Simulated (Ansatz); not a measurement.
# InH₂ radical: one species, many methods

Aim: compute InH₂ radical with functionals from several rungs and with coupled cluster. The yardstick is the atomisation energy at the CCSD(T) limit.

Computed with Ansatz 0.2.0, Gaussian basis. Level: functionals in def2-TZVPP, the program's frozen cores in correlated methods.

Levels to be run: LDA (SPW92), PBE-D4, revPBE-D4, BLYP-D4, r2SCAN-D4, B97M-V, PBE0-D4, B3LYP-D4, r2SCANh-D4, r2SCAN0-D4, HSE06-D4, BHLYP-D4, CAM-B3LYP-D4, LC-ωPBE, ωB97X-V, ωB97M-V, B2PLYP, PBE-QIDH; CCSD(T)/def2-SVP; CCSD(T)/def2-TZVPP; CCSD(T)/def2-QZVPP; extrapolation to the limit; RPA on PBE.

### 1 The geometry

The geometry comes from an earlier relaxation with PBE0-D4 in a triple-zeta def2 set; it is a stationary point. In takes the def2 core potential; no spin-orbit term is included.

SMILES `[InH2]`, 3 atoms, charge 0, spin multiplicity 2.

Atoms are counted from 1 here; the program's logs count them from 0.

Bond lengths: In1–H2 1.758 Å, In1–H3 1.758 Å. Angles: H2–In1–H3 120.6°.

### 2 LDA

This LDA is Slater exchange with PW92 correlation.

Contents of in.yaml:

```yaml
crystal:
  periodic: [false, false, false]
  atoms:
    - {symbol: In, position_ang: [0.384621, -0.425448, 0.149772]}
    - {symbol: H, position_ang: [0.691343, 1.265398, 0.521622]}
    - {symbol: H, position_ang: [-1.086865, -0.904750, -0.684694]}
basis:
  gaussian: {orbitals: def2-TZVPP}
magnetization: {spin_polarized: true, initial_magnetization: 1}
hamiltonian: {xc: lda}
output: {orbitals: {seedname: orbitals}}
```

Further steps of the session: PBE-D4 (GGA); revPBE-D4 (GGA); BLYP-D4 (GGA); r2SCAN-D4 (meta-GGA); B97M-V (meta-GGA); PBE0-D4 (hybrid); B3LYP-D4 (hybrid); r2SCANh-D4 (hybrid); r2SCAN0-D4 (hybrid); HSE06-D4 (hybrid); BHLYP-D4 (hybrid); CAM-B3LYP-D4 (range-separated); LC-ωPBE-D4 (range-separated); ωB97X-V (range-separated); ωB97M-V (range-separated); B2PLYP (double hybrid); PBE-QIDH (double hybrid); CCSD(T) in def2-SVP; CCSD(T) in def2-TZVPP; CCSD(T) in def2-QZVPP; RPA on PBE orbitals.

Before running them: what should the planned runs give, taken together? Wanted: atomisation energy, CCSD(T)/CBS; farthest beyond LDA; mean size of error, GGA; mean size of error, meta-GGA; mean size of error, hybrid; mean size of error, range-separated; mean size of error, double hybrid; gap, smallest and largest; T1 diagnostic.

The runs gave:

```
                               quantity                                     value
        atomisation energy, CCSD(T)/CBS                              414.5 kJ/mol
  functionals within 4.1 kJ/mol (1.0 %)                        B3LYP-D4, BHLYP-D4
                    farthest beyond LDA                     B97M-V (+18.2 kJ/mol)
                mean size of error, GGA                               12.5 kJ/mol
           mean size of error, meta-GGA                               14.1 kJ/mol
             mean size of error, hybrid                                5.8 kJ/mol
    mean size of error, range-separated                                8.7 kJ/mol
      mean size of error, double hybrid                               10.5 kJ/mol
              gap, smallest and largest  0.81 eV (LDA (SPW92)), 7.45 eV (LC-ωPBE)
                          T1 diagnostic                                    0.0182
triples share of the correlation energy                                     2.3 %
```

What this shows: The LDA atomisation energy is off by 56.3 kJ/mol (14 %): it overbinds. PBE-D4 is off by -12.0 kJ/mol. Double hybrids carry the basis error of their MP2 part in triple zeta, and no dispersion term here, so their miss is partly the set-up's. By mean error the best rung here is hybrid (5.8 kJ/mol) and the worst beyond LDA is meta-GGA (14.1 kJ/mol). The gap between the best rungs is small, so their order is not settled. Misses under about 4.1 kJ/mol are within the doubt on the reference itself, which lacks core-valence correlation, spin-orbit coupling and higher excitations, and its outer-core shells are covered unevenly. All levels share the lack of spin-orbit coupling, which lowers the free heavy atoms and so the true binding. Hartree-Fock recovers 74 % of the binding; the rest is correlation. CCSD(T) in def2-SVP is off by -25.1 kJ/mol, more than most functionals: a good method in a small basis is no reference. Orbital gaps span 0.8 to 7.5 eV; exact exchange widens them. Correlated methods include outer-core shells of In, which these sets cover unevenly.
